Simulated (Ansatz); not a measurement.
**CH5ClOSi: basis-set convergence**

How large a basis does CH5ClOSi need? Two functionals are run in growing sets.

Method: one geometry, several basis sets; program: Ansatz 0.2.0, Gaussian basis.

Plan: PBE0-D4/def2-SVP; ωB97M-V/def2-SVP; PBE0-D4/def2-QZVPP; ωB97M-V/def2-QZVPP; the functionals' def2-TZVPP values are taken from earlier runs.

### 1 The relaxed structure

All runs share one geometry, relaxed beforehand with PBE0-D4 in a triple-zeta def2 set.

9 atoms, charge 0, spin multiplicity 1.

Atoms are counted from 1 here; the program's logs count them from 0.

Bond lengths: C1–Si2 1.852 Å, C1–H5 1.092 Å, C1–H6 1.093 Å, C1–H7 1.093 Å, Si2–O3 1.636 Å, Si2–Cl4 2.066 Å, Si2–H8 1.477 Å, O3–H9 0.958 Å. Angles: Si2–C1–H5 110.4°, Si2–C1–H6 110.2°, Si2–C1–H7 111.1°, H5–C1–H6 108.5°, H5–C1–H7 108.0°, H6–C1–H7 108.5°, C1–Si2–O3 113.3°, C1–Si2–Cl4 107.5°, C1–Si2–H8 112.9°, O3–Si2–Cl4 109.8°, O3–Si2–H8 105.4°, Cl4–Si2–H8 107.8°, Si2–O3–H9 118.5°.

### 2 PBE0-D4 in def2-SVP

Input file in.yaml:

```yaml
crystal:
  periodic: [false, false, false]
  atoms:
    - {symbol: C, position_ang: [-0.641459, 0.901711, -0.409340]}
    - {symbol: Si, position_ang: [0.027384, -0.687839, 0.266065]}
    - {symbol: O, position_ang: [1.352546, -0.484889, 1.204595]}
    - {symbol: Cl, position_ang: [0.486826, -1.901393, -1.340958]}
    - {symbol: H, position_ang: [-1.541036, 0.716423, -1.000898]}
    - {symbol: H, position_ang: [-0.897052, 1.581224, 0.407780]}
    - {symbol: H, position_ang: [0.090576, 1.394225, -1.054070]}
    - {symbol: H, position_ang: [-0.945308, -1.408080, 1.111939]}
    - {symbol: H, position_ang: [2.156123, -0.157683, 0.797685]}
basis:
  gaussian: {orbitals: def2-SVP}
hamiltonian: {xc: pbe0, dispersion: d4}
output: {orbitals: {seedname: orbitals}}
```

Further steps of the session: ωB97M-V in def2-SVP; PBE0-D4 in def2-QZVPP; ωB97M-V in def2-QZVPP.

Before running them: what should the planned runs give, taken together? Wanted: PBE0-D4: double and triple zeta above quadruple; ωB97M-V: double and triple zeta above quadruple.

As calculated:

| quantity | value |
| --- | --- |
| PBE0-D4: double and triple zeta above quadruple | 11.99, 0.83 eV |
| ωB97M-V: double and triple zeta above quadruple | 12.06, 0.79 eV |

What this shows: For PBE0-D4 the step from double to triple zeta gains 11.16 eV and the next only 0.83 eV. Total energies overstate the basis error of differences, where much of it tends to cancel. The LUMO of ωB97M-V is positive and keeps falling with the basis (2.94 to 1.46 eV): an unbound level that the basis holds in place.
